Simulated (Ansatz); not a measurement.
# C: the cost of one run

Method: DFT r2SCAN, scalar-relativistic, plane waves, PAW, in Ansatz 0.2.0.

### 1 The system as given

The structure is cubic, space group Fd-3m (No. 227). The conventional cell has a = 3.570 Å, b = 3.570 Å, c = 3.570 Å, α = 90.00°, β = 90.00°, γ = 90.00°. C (site symmetry -43m) is surrounded by 4 C at 1.55 Å.

Structure file:

```xyz
2
Lattice="0.0000 1.7850 1.7850 1.7850 0.0000 1.7850 1.7850 1.7850 0.0000" Properties=species:S:1:pos:R:3 pbc="T T T"
C     0.0000    0.0000    0.0000
C     0.8925    0.8925    0.8925
```

### 2 Relaxing cell and atoms: C, no spin

input.yaml

```yaml
crystal:
  lattice:
    - [0.0, 1.785, 1.785]
    - [1.785, 0.0, 1.785]
    - [1.785, 1.785, 0.0]
  atoms:
    - { symbol: C, position: [0.0, 0.0, 0.0] }
    - { symbol: C, position: [0.25, 0.25, 0.25] }
scf:
  occupations: { method: gaussian, width: 0.02 }
output:
  forces: true
  stress: true
  eigenvalues: true
kpoints:
  mp_grid: { grid: [26, 26, 26] }
hamiltonian:
  xc: r2scan
relax:
  f_tol: 0.005
  adjacent_minimum: "off"
  cell: { stress_tol: 0.02 }
```

Command:

```sh
$ ansatz run input.yaml --threads 4 --pin off --max-ram 14336MiB --backend cpu --events-out ev --progress --plain --runs-dir out
```

Q: Estimate wall time and peak memory on 4 threads of Intel Xeon 6975P-C (Granite Rapids), shared host.

About 5.4 s, with a peak of 0.45 GiB.
